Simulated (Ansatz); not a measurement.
**C3H9MoNO: how energies converge with the basis set**

Aim: see how fast density functionals converge with the basis set for C3H9MoNO.

The runs use Ansatz 0.2.0, Gaussian basis; one geometry, several basis sets.

The runs, in order: PBE0-D4/def2-SVP; ωB97M-V/def2-SVP; PBE0-D4/def2-QZVPP; ωB97M-V/def2-QZVPP; the functionals' def2-TZVPP values are taken from earlier runs.

## Step 1: The relaxed structure

The geometry comes from an earlier relaxation with PBE0-D4 in a triple-zeta def2 set; it is a stationary point, not always the lowest conformer. Mo takes the def2 core potential; no spin-orbit term is included.

SMILES `C[N]=[Mo]([CH3])([CH3])=[O]`, 15 atoms, charge 0, spin multiplicity 1.

Atoms are counted from 1 here; the program's logs count them from 0.

Bond lengths: C1–N2 1.419 Å, C1–H7 1.095 Å, C1–H8 1.095 Å, C1–H9 1.096 Å, N2–Mo3 1.723 Å, Mo3–C4 2.111 Å, Mo3–C5 2.111 Å, Mo3–O6 1.680 Å, C4–H10 1.095 Å, C4–H11 1.092 Å, C4–H12 1.096 Å, C5–H13 1.096 Å, C5–H14 1.095 Å, C5–H15 1.092 Å. Angles: N2–C1–H7 110.2°, N2–C1–H8 110.2°, N2–C1–H9 111.5°, H7–C1–H8 107.8°, H7–C1–H9 108.6°, H8–C1–H9 108.6°, C1–N2–Mo3 150.3°, N2–Mo3–C4 106.0°, N2–Mo3–C5 106.0°, N2–Mo3–O6 109.4°, C4–Mo3–C5 113.8°, C4–Mo3–O6 110.6°, C5–Mo3–O6 110.7°, Mo3–C4–H10 109.1°, Mo3–C4–H11 113.1°, Mo3–C4–H12 108.2°, H10–C4–H11 108.7°, H10–C4–H12 109.5° and more.

## Step 2: PBE0-D4 in def2-SVP

in.yaml

```yaml
crystal:
  periodic: [false, false, false]
  atoms:
    - {symbol: C, position_ang: [-0.701331, -2.382595, 0.677720]}
    - {symbol: N, position_ang: [-0.410846, -1.096167, 0.153646]}
    - {symbol: Mo, position_ang: [0.360216, 0.438103, 0.296099]}
    - {symbol: C, position_ang: [1.691516, 0.574762, -1.335885]}
    - {symbol: C, position_ang: [-1.186402, 1.873582, 0.255186]}
    - {symbol: O, position_ang: [1.197120, 0.509826, 1.750958]}
    - {symbol: H, position_ang: [-0.336419, -3.158768, -0.003186]}
    - {symbol: H, position_ang: [-1.783680, -2.511597, 0.783139]}
    - {symbol: H, position_ang: [-0.234497, -2.530711, 1.658687]}
    - {symbol: H, position_ang: [2.248178, 1.515581, -1.265713]}
    - {symbol: H, position_ang: [2.404002, -0.251265, -1.377798]}
    - {symbol: H, position_ang: [1.102703, 0.566822, -2.259823]}
    - {symbol: H, position_ang: [-1.678091, 1.820154, -0.722439]}
    - {symbol: H, position_ang: [-0.753000, 2.870285, 0.392004]}
    - {symbol: H, position_ang: [-1.941469, 1.711289, 1.026705]}
basis:
  gaussian: {orbitals: def2-SVP}
hamiltonian: {xc: pbe0, dispersion: d4}
output: {orbitals: {seedname: orbitals}}
```

Run with:

```sh
> ansatz run in.yaml --threads 4 --pin off --events-out ev --progress --plain --max-ram 11315MiB
```

Further steps of the session: ωB97M-V in def2-SVP; PBE0-D4 in def2-QZVPP; ωB97M-V in def2-QZVPP.

Before running them: what should the planned runs give, taken together? Wanted: PBE0-D4: double and triple zeta above quadruple; ωB97M-V: double and triple zeta above quadruple.

As calculated:

| quantity | value |
| --- | --- |
| PBE0-D4: double and triple zeta above quadruple | 9.01, 0.50 eV |
| ωB97M-V: double and triple zeta above quadruple | 9.37, 0.48 eV |

PBE0-D4 gains 8.51 eV from double to triple zeta, then 0.50 eV more. These are total energies; as a rule much of such shifts cancels in differences, which this series doesn't test.
